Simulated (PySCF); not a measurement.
# BCl3 (boron trichloride): MP2/MINAO

Aim: a structure relaxation of BCl3 (boron trichloride). The job is set up through a Python script.

The results are computed with PySCF 2.14.0.

4 further runs of the same task are left out: 1 for a known fault of the program, 1 that didn't finish, 2 set aside as unsound or not needed.

### 1 Starting point

BCl3 has 4 atoms, charge 0, and is taken as a singlet. As SMILES, `ClB(Cl)Cl`. All atoms were displaced at random from a relaxed shape. The run starts from this shape.

Bond lengths: B1–Cl2 1.724 Å, B1–Cl3 1.701 Å, B1–Cl4 1.785 Å. Angles: Cl2–B1–Cl3 123.4°, Cl2–B1–Cl4 117.4°, Cl3–B1–Cl4 119.1°.

### 2 A structure relaxation at MP2/MINAO

File input.py:

```python
from pyscf import gto, mp
from pyscf.geomopt.geometric_solver import kernel as optimise

molecule = gto.M(
    atom='B -0.004065 0.052307 0.023805; Cl 1.717365 -0.038213 0.034417; Cl -0.865141 1.519396 -0.006406; Cl -0.907174 -1.486105 -0.043820',
    max_memory=1860,
    verbose=4,
    basis='minao',
    spin=0,
)

mf = molecule.RHF()
mf.kernel()
pt = mp.MP2(mf, frozen=16).run()
converged, mol_eq = optimise(pt, maxsteps=100, convergence_set='GAU_TIGHT')
print('converged:', converged)
print(mol_eq.tostring())

mf.reset(mol_eq)
molecule = mol_eq
mf.kernel()
pt = mp.MP2(mf, frozen=16).run()
e_tot = pt.e_tot
print('Final energy', e_tot)
mf.analyze()
```

Run with:

```bash
$ OMP_NUM_THREADS=1 python input.py
```

**Question.** What will come out? Wanted: total energy at the end; dipole moment; HOMO energy; LUMO energy; HOMO–LUMO gap; correlation energy.

Answer, from the run:

At MP2/MINAO, 16 core orbitals frozen:

| quantity | value |
| --- | --- |
| total energy at the end | -1403.22658 Eh |
| dipole moment (Hartree–Fock density) | 0.00 D |
| HOMO energy (Hartree–Fock orbitals) | -13.50 eV |
| LUMO energy (Hartree–Fock orbitals) | -0.25 eV |
| HOMO–LUMO gap (Hartree–Fock orbitals) | 13.25 eV |
| correlation energy (16 core orbitals frozen) | -63.4 mEh |

In words: At the final geometry: Bond lengths: B1–Cl2 1.931 Å, B1–Cl3 1.931 Å, B1–Cl4 1.931 Å. Angles: Cl2–B1–Cl3 120.0°, Cl2–B1–Cl4 120.0°, Cl3–B1–Cl4 120.0°. The optimisation took 11 steps and changed the energy by -1.575 eV. Mulliken charges of the mean-field density run from -0.12 on Cl2 to +0.36 on B1; they depend strongly on the basis.
